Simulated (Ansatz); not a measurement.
# AlH3O: the cost of one run

Program: Ansatz 0.2.0, Gaussian basis. Level of theory: PBE0-D4/def2-TZVP structures, single points in def2-TZVPP, no counterpoise correction. These are calculated values, not measurements.

Levels: SPW92, PBE-D4, BLYP-D4, r2SCAN-D4, B97M-V, PBE0-D4, B3LYP-D4, r2SCAN0-D4, BHLYP-D4, CAM-B3LYP-D4, wB97X-V, wB97M-V, B2PLYP, PBE-QIDH, RPA on PBE, Hartree-Fock, MP2, CCSD, CCSD(T).

Cores are frozen in the correlated methods. B3LYP uses VWN-RPA correlation. B2PLYP carries no dispersion term here.

94 further runs of the same task are left out: 94 set aside as unsound or not needed.

## 1. The starting structure

The complex: 13 atoms, charge 0, spin multiplicity 1.

Atoms are counted from 1 here; the program's logs count them from 0.

Bond lengths: Al1–H3 1.586 Å, Al1–H4 1.577 Å, Al1–O6 1.700 Å, C2–Si5 1.875 Å, C2–H10 1.095 Å, C2–H11 1.092 Å, C2–H12 1.097 Å, Si5–H7 1.486 Å, Si5–H8 1.486 Å, Si5–H9 1.487 Å, O6–H13 0.956 Å. Angles: H3–Al1–H4 124.0°, H3–Al1–O6 119.8°, H4–Al1–O6 116.0°, Si5–C2–H10 110.0°, Si5–C2–H11 111.9°, Si5–C2–H12 110.1°, H10–C2–H11 107.2°, H10–C2–H12 110.9°, H11–C2–H12 106.8°, C2–Si5–H7 110.2°, C2–Si5–H8 110.3°, C2–Si5–H9 110.2°, H7–Si5–H8 108.9°, H7–Si5–H9 108.4°, H8–Si5–H9 108.7°, Al1–O6–H13 122.7°.

Coordinates:

```
Al    0.0917   -2.1639    0.4975
C    -0.9355    0.6780    0.2950
H    -0.4235   -2.4848   -0.9678
H    -0.7209   -2.4909    1.8094
Si    0.1705    1.7692   -0.7555
O     1.6611   -1.5528    0.7273
H    -0.6020    2.3454   -1.8872
H     0.7263    2.8786    0.0615
H     1.2975    0.9747   -1.3121
H    -0.3819    0.3123    1.1656
H    -1.8047    1.2218    0.6706
H    -1.3183   -0.1573   -0.3041
H     2.2398   -1.3303   -0.0002
```

Its parts: AlH3O holds atoms 1, 3, 4, 6, 13; CH6Si holds atoms 2, 5, 7, 8, 9, 10, 11, 12. Each part counts its atoms afresh in its own runs.

## 2. Relaxing AlH3O alone

Contents of relax-a/in.yaml:

```yaml
crystal:
  periodic: [false, false, false]
  atoms:
    - {symbol: Al, position_ang: [0.091670, -2.163940, 0.497511]}
    - {symbol: H, position_ang: [-0.423487, -2.484779, -0.967789]}
    - {symbol: H, position_ang: [-0.720907, -2.490902, 1.809370]}
    - {symbol: O, position_ang: [1.661090, -1.552806, 0.727330]}
    - {symbol: H, position_ang: [2.239764, -1.330308, -0.000213]}
basis:
  gaussian: {orbitals: def2-TZVP}
hamiltonian: {xc: pbe0, dispersion: d4}
relax: {f_tol: 0.005, max_steps: 200}
```

Command:

```
$ ansatz run in.yaml --threads 4 --pin off --events-out ev --progress --plain --max-ram 9574MiB
```

What time and memory should one allow on 4 threads of Intel Xeon at 2.50GHz, shared host?

About 7.5 s, with a peak of 0.6 GiB.
